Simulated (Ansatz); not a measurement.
# C₃H₈ClNOSi: up Jacob's ladder to CCSD(T)

An exercise on one series of results from a longer session: the logs are not shown, and one member is left open.

The runs use Ansatz 0.2.0, Gaussian basis; functionals in def2-TZVPP, the program's frozen cores in correlated methods.

The runs, in order: PBE-D4, r2SCAN-D4, PBE0-D4, B3LYP-D4, ωB97X-V, ωB97M-V, B2PLYP; CCSD(T)/def2-TZVPP; MP2/def2-QZVPP; extrapolation to the limit.

## Structure used throughout

An earlier PBE0-D4 in a triple-zeta def2 set relaxation fixed the geometry.

SMILES `C=C[Si](N)(Cl)OC`, 15 atoms, charge 0, spin multiplicity 1.

Atoms are counted from 1 here; the program's logs count them from 0.

Bond lengths: C1–C2 1.330 Å, C1–H8 1.086 Å, C1–H9 1.086 Å, C2–Si3 1.850 Å, C2–H10 1.090 Å, Si3–N4 1.703 Å, Si3–Cl5 2.060 Å, Si3–O6 1.632 Å, N4–H11 1.008 Å, N4–H12 1.008 Å, O6–C7 1.411 Å, C7–H13 1.091 Å, C7–H14 1.095 Å, C7–H15 1.095 Å. Angles: C2–C1–H8 122.0°, C2–C1–H9 121.5°, H8–C1–H9 116.5°, C1–C2–Si3 124.9°, C1–C2–H10 118.0°, Si3–C2–H10 117.1°, C2–Si3–N4 107.7°, C2–Si3–Cl5 108.8°, C2–Si3–O6 114.4°, N4–Si3–Cl5 114.4°, N4–Si3–O6 108.7°, Cl5–Si3–O6 103.0°, Si3–N4–H11 119.9°, Si3–N4–H12 119.2°, H11–N4–H12 111.0°, Si3–O6–C7 123.9°, O6–C7–H13 108.1°, O6–C7–H14 110.9° and more.

Coordinates:

```
C    -0.19011    1.89011    1.83015
C     0.34115    1.05781    0.93967
Si   -0.47672   -0.47339    0.30131
N     0.59803   -1.77299    0.54048
Cl   -2.29844   -0.69202    1.23711
O    -0.88073   -0.41283   -1.27858
C     0.05340   -0.24992   -2.32295
H     0.33006    2.78235    2.16709
H    -1.17164    1.71127    2.25838
H     1.33163    1.29181    0.54850
H     0.34704   -2.69743    0.22557
H     1.13641   -1.81526    1.39121
H    -0.42984   -0.53685   -3.25825
H     0.37123    0.79489   -2.40359
H     0.93855   -0.87755   -2.17613
```

The first run:

File in.yaml:

```yaml
crystal:
  periodic: [false, false, false]
  atoms:
    - {symbol: C, position_ang: [-0.190106, 1.890106, 1.830153]}
    - {symbol: C, position_ang: [0.341149, 1.057810, 0.939674]}
    - {symbol: Si, position_ang: [-0.476721, -0.473389, 0.301313]}
    - {symbol: N, position_ang: [0.598028, -1.772992, 0.540485]}
    - {symbol: Cl, position_ang: [-2.298440, -0.692016, 1.237114]}
    - {symbol: O, position_ang: [-0.880733, -0.412828, -1.278581]}
    - {symbol: C, position_ang: [0.053396, -0.249919, -2.322955]}
    - {symbol: H, position_ang: [0.330060, 2.782349, 2.167091]}
    - {symbol: H, position_ang: [-1.171639, 1.711272, 2.258376]}
    - {symbol: H, position_ang: [1.331626, 1.291811, 0.548502]}
    - {symbol: H, position_ang: [0.347040, -2.697427, 0.225572]}
    - {symbol: H, position_ang: [1.136407, -1.815260, 1.391212]}
    - {symbol: H, position_ang: [-0.429836, -0.536852, -3.258251]}
    - {symbol: H, position_ang: [0.371229, 0.794892, -2.403587]}
    - {symbol: H, position_ang: [0.938550, -0.877548, -2.176129]}
basis:
  gaussian: {orbitals: def2-TZVPP}
hamiltonian: {xc: pbe, dispersion: d4}
output: {forces: true, orbitals: {seedname: orbitals}}
```

Command:

```bash
> ansatz run in.yaml --threads 2 --pin off --events-out ev --progress --plain --max-ram 22528MiB --backend cuda --devices 0, --max-vram 18GiB
```

Among the steps run: PBE-D4 (GGA); r2SCAN-D4 (meta-GGA); PBE0-D4 (hybrid); B3LYP-D4 (hybrid); ωB97X-V (range-separated); ωB97M-V (range-separated); B2PLYP (double hybrid); CCSD(T) in def2-TZVPP; MP2 in def2-QZVPP.

One of the session's tables, all rows but one given; the rest of the session is left out.

```
            method  atomisation energy (kcal/mol)
            PBE-D4                         1442.3
         r2SCAN-D4                         1416.3
           PBE0-D4                         1417.2
          B3LYP-D4                         1414.5
           ωB97X-V                         1418.3
           ωB97M-V                         1421.1
            B2PLYP                         1398.9
     HF/def2-TZVPP                         1026.8
    MP2/def2-TZVPP                         1402.8
   CCSD/def2-TZVPP                         1354.1
CCSD(T)/def2-TZVPP                              ?
           MP2/CBS                         1442.8
       CCSD(T)/CBS                         1416.0
```

Estimate the missing values for CCSD(T)/def2-TZVPP.

The run gave: atomisation energy (kcal/mol): 1376.0. In the column «atomisation energy (kcal/mol)» it lies between CCSD/def2-TZVPP (1354.1) and B2PLYP (1398.9).
